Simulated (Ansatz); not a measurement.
**H4OSSn (SMILES O[S][SnH3]): single points off equilibrium**

An exercise on one series of results from a longer session: the logs are not shown, and one member is left open.

Method: single points in def2-TZVPP; program: Ansatz 0.2.0, Gaussian basis.

Correlated methods freeze the cores. Filled d shells of the heavier atoms are correlated. Core potentials replace the inner electrons past krypton, and spin-orbit coupling is left out.

### The starting structure

7 atoms, charge 0, spin multiplicity 1.

Atoms are counted from 1 here; the program's logs count them from 0.

Bond lengths: O1–S2 1.693 Å, O1–H4 0.974 Å, S2–Sn3 2.437 Å, Sn3–H5 1.620 Å, Sn3–H6 1.775 Å, Sn3–H7 1.703 Å. Angles: S2–O1–H4 104.9°, O1–S2–Sn3 100.7°, S2–Sn3–H5 110.7°, S2–Sn3–H6 109.2°, S2–Sn3–H7 111.1°, H5–Sn3–H6 111.4°, H5–Sn3–H7 108.3°, H6–Sn3–H7 106.1°.

Coordinates:

```
atom    x (Å)    y (Å)    z (Å)
  O1  -1.2362  -1.4674   0.9871
  S2  -1.5890  -0.2298  -0.1124
 Sn3   0.6043   0.8060  -0.3495
  H4  -1.1832  -2.2755   0.4453
  H5   0.5398   2.0506  -1.3847
  H6   1.1822   1.3222   1.2478
  H7   1.7513  -0.3122  -0.9273
```

Set-up of the first run:

File run/in.yaml:

```yaml
crystal:
  periodic: [false, false, false]
  atoms:
    - {symbol: O, position_ang: [-1.236200, -1.467400, 0.987100]}
    - {symbol: S, position_ang: [-1.589000, -0.229800, -0.112400]}
    - {symbol: Sn, position_ang: [0.604300, 0.806000, -0.349500]}
    - {symbol: H, position_ang: [-1.183200, -2.275500, 0.445300]}
    - {symbol: H, position_ang: [0.539800, 2.050600, -1.384700]}
    - {symbol: H, position_ang: [1.182200, 1.322200, 1.247800]}
    - {symbol: H, position_ang: [1.751300, -0.312200, -0.927300]}
basis:
  gaussian: {orbitals: def2-TZVPP}
correlation: {method: ccsd_t}
output: {forces: true}
```

The command line of these runs was not kept.

Steps of the session up to this table: CCSD(T)/def2-TZVPP; PBE0-D4/def2-TZVPP; wB97M-V/def2-TZVPP; r2SCAN-D4/def2-TZVPP; PBE-D4/def2-TZVPP; revPBE-D4/def2-TZVPP; SPW92/def2-TZVPP.

One table of the session follows, with a row left open; its other results are not shown here.

| method | RMS force component (eV/Å) | angle to CCSD(T) forces (°) | dipole (D) |
| --- | --- | --- | --- |
| CCSD(T) | 0.595 | reference | 1.68 |
| PBE0-D4 | 0.609 | 15.3 | 1.68 |
| wB97M-V | 0.608 | 9.9 | 1.73 |
| r2SCAN-D4 | 0.575 | 8.0 | 1.62 |
| PBE-D4 | 0.567 | 21.0 | 1.54 |
| revPBE-D4 | 0.583 | 23.3 | 1.52 |
| SPW92 | ? | ? | ? |

Estimate the missing values for SPW92.

As computed: RMS force component (eV/Å): 0.561; angle to CCSD(T) forces (°): 27.8; dipole (D): 1.61. In the column «RMS force component (eV/Å)» it is the lowest.
